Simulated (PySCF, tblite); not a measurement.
**C₁₁H₁₂O₂: geometry, infrared bands, NMR shifts, spin-spin couplings and electronic excitations**

Aim: predict the infrared bands, NMR shifts, spin-spin couplings and electronic excitations of C₁₁H₁₂O₂ (`O=C1CCCc2cccc(CO)c21`).

The runs use tblite 0.8.0 and PySCF 2.14.0, with density-fitted response routines of our own; the level of theory stands in each step. All values are computed, except where a source is named. Atoms are numbered from 0 throughout.

## Step 1: The molecule as given

25 atoms, charge 0, multiplicity 1; geometry from: force field or distance geometry start.

Bonds of the start (Å): O0–C1 1.23, C1–C2 1.53, C2–C3 1.53, C3–C4 1.51, C4–C5 1.51, C5–C6 1.40, C6–C7 1.38, C7–C8 1.40, C8–C9 1.40, C9–C10 1.51, C10–O11 1.42, C9–C12 1.42, C12–C1 1.49, C12–C5 1.41, C2–H13 1.09, C2–H14 1.08, C3–H15 1.08, C3–H16 1.10, C4–H17 1.09, C4–H18 1.10, C6–H19 1.09, C7–H20 1.09, C8–H21 1.09, C10–H22 1.08, C10–H23 1.10, O11–H24 0.98.

## Step 2: Optimising the geometry with GFN2-xTB

What the job is given:

```
{"job": {"kind": "relax", "xc": "GFN2-xTB", "basis": "xTB"}, "charge": 0, "multiplicity": 1}
O      0.279800    -2.390900     0.861600
C      0.640900    -1.215100     0.765100
C      1.920300    -0.786500     1.485200
C      2.488700     0.502100     0.898400
C      1.436100     1.588200     0.923600
C      0.213600     1.163700     0.136000
C     -0.563000     2.160000    -0.473700
C     -1.698100     1.819900    -1.182600
C     -2.069600     0.475000    -1.304600
C     -1.321400    -0.545800    -0.699400
C     -1.782900    -1.968500    -0.905300
O     -2.294300    -2.497700     0.311500
C     -0.174900    -0.189600     0.054900
H      1.681100    -0.658900     2.542500
H      2.648400    -1.576000     1.386800
H      2.833000     0.317600    -0.107200
H      3.361700     0.810300     1.496600
H      1.136700     1.824000     1.943600
H      1.870400     2.498400     0.481000
H     -0.282200     3.207900    -0.379600
H     -2.311300     2.596100    -1.649500
H     -2.974200     0.236200    -1.869000
H     -2.580500    -2.006700    -1.630600
H     -0.980300    -2.607300    -1.291000
H     -1.488900    -2.732200     0.827500
```

Command:

```
OMP_NUM_THREADS=2 python probes_run.py task.json out
```

This one command runs all jobs of the session in turn.

**Question.** This job is followed by: GFN2-xTB harmonic vibrations, gas phase; PBE0-D3(BJ)/def2-SVP geometry optimisation, gas phase; GIAO PBE0/pcSseg-1 NMR shielding, non-relativistic, gas phase; B3LYP/pcJ-1 indirect spin-spin coupling, non-relativistic, gas phase; TDDFT CAM-B3LYP/def2-SVPD, vertical, gas phase, core orbitals frozen in the response; GIAO B97-2/pcSseg-1 NMR shielding, non-relativistic, gas phase. Predict these results of the whole session: strongest single infrared mode (GFN2-xTB); zero-point energy (GFN2-xTB); point group; rotational constants (main isotopes); ¹³C shifts against TMS (PBE0/pcSseg-1); ¹H shifts against TMS (PBE0/pcSseg-1, means over atoms taken as alike); ¹⁷O shifts against H2O (PBE0/pcSseg-1); potential on the surface of density 0.002 e/bohr³, 1st and 99th percentile; largest coupling of the table (B3LYP/pcJ-1); lowest singlet (CAM-B3LYP/def2-SVPD); brightest single state of those computed; lowest triplet; range of the shift of O0.

The runs gave:

```
                                                                  quantity                                                                        value
                                 strongest single infrared mode (GFN2-xTB)                                                        1696 cm⁻¹, 312 km/mol
                                              zero-point energy (GFN2-xTB)                                                               127.0 kcal/mol
                                                               point group                                                                           C1
                                      rotational constants (main isotopes)                                                         1.08, 0.85, 0.50 GHz
                                    ¹³C shifts against TMS (PBE0/pcSseg-1)  205.5, 154.5, 152.2, 139.8, 135.9, 134.7, 133.0, 68.6, 42.2, 33.7, 24.5 ppm
    ¹H shifts against TMS (PBE0/pcSseg-1, means over atoms taken as alike)                           7.55, 7.41, 7.33, 4.53, 4.53, 2.79, 2.65, 1.81 ppm
                                    ¹⁷O shifts against H2O (PBE0/pcSseg-1)                                                              608.7, 38.9 ppm
potential on the surface of density 0.002 e/bohr³, 1st and 99th percentile                                                           -1.98 V and 1.08 V
                               largest coupling of the table (B3LYP/pcJ-1)                                                     ¹J(C,H) C8–H21, 168.7 Hz
                                      lowest singlet (CAM-B3LYP/def2-SVPD)                                                  3.98 eV (312 nm), f = 0.000
                                  brightest single state of those computed                                                  state 6, 6.43 eV, f = 0.323
                                                            lowest triplet                                                                      3.52 eV
                                                  range of the shift of O0                                                           590.4 to 608.7 ppm
```

In words: The optimisation took 81 steps and gained 0.138 eV; among the close pairs (by a distance rule), C10–O11 changed most, from 1.422 to 1.404 Å (GFN2-xTB). No mode is imaginary among the 69: a minimum at this level. The strongest single mode, at 1696 cm⁻¹, moves mainly C1 and O0. Unscaled tight-binding wavenumbers are off by several per cent, some by more. Its intensities can rank the bands wrongly. The start of the PBE0/def2-SVP relaxation was shaken at random by about 0.01 Å, so part of the energy gained, and of the first lengths quoted, undoes that. The optimisation took 9 steps and gained 0.180 eV; among the close pairs (by a distance rule), C9–C12 changed most, from 1.380 to 1.420 Å (PBE0/def2-SVP). No frequency check was run at this level, so the end point may be a saddle. The most deshielded carbon is C1 (ketone carbonyl carbon), at 205.5 ppm: low-lying n→π* states of the double bond to the heteroatom give a large paramagnetic term (-267 ppm). At PBE0/pcSseg-1: The largest span, 1165 ppm, is at O0, where the paramagnetic term is -678 ppm. By nearest atom (PBE0/pcSseg-1), the HOMO sits on O11 49 %; O0 11 % and the LUMO on C1 23 %; O0 16 %. In the run at B3LYP/pcJ-1, the largest coupling of the table is C8–H21, 168.7 Hz, of which the Fermi-contact term gives 167.6 Hz. Couplings across rotatable bonds belong to this one conformer; where others are populated, the observed values are averages. The lowest singlet, at 3.98 eV, is HOMO−3→LUMO 0.34, HOMO−2→LUMO 0.31 and is dark; of the 10 states computed, the strongest absorption comes from state 6 at 6.43 eV. The lowest triplet lies 0.46 eV below the lowest singlet (triplets in Tamm-Dancoff, singlets in full TDDFT). In ppm, O0 moves most: its shift spreads over 18.3 ppm, from 590.4 (B97-2/pcSseg-1) to 608.7 (PBE0/pcSseg-1). The conformer search found further structures of the same energy, which may be mirror or relabelled copies of this one.
